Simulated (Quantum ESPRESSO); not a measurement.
Crystal: BPd4.

```xyz
5
Lattice="2.8920 0.0000 0.0000 0.0000 4.3650 0.0000 0.0000 0.0000 5.8563" Properties=species:S:1:pos:R:3 pbc="T T T"
Pd    1.4460    0.0000    1.1571
Pd    0.0000    0.0000    3.6278
Pd    0.0000    2.1825    1.9277
Pd    1.4460    2.1825    5.0807
B     1.4460    0.0000    5.0553
```

The cell comes from a database or a generator and needn't be the stable form of this composition.

Base run:

```yaml
Program: Quantum ESPRESSO 7.5
Functional: PBE
Potentials_or_basis: SSSP 1.3 efficiency PBE
Cutoff: 816 eV
Density_cutoff: 5987 eV
k_mesh: 9 × 6 × 5
Occupations: fermi-dirac, width 0.05 eV
Spin: no spin polarisation
```

Its results: band gap on the k mesh none (metal or under the smearing width); pressure -1.5 GPa; largest force 0.284 eV/Å.

Question: The run is repeated on the same cell with these changes: functional from PBE to PBEsol; potentials or basis from SSSP 1.3 efficiency PBE to GBRV 1.5 PBEsol; cutoff from 816 eV to 612 eV; density cutoff from 5987 eV to 4898 eV; valence electrons from 75 to 67. What comes out?

Answer: Band gap on the k mesh none (metal or under the smearing width); pressure -8.3 GPa; largest force 0.166 eV/Å.

Not every run made on this cell is shown here.
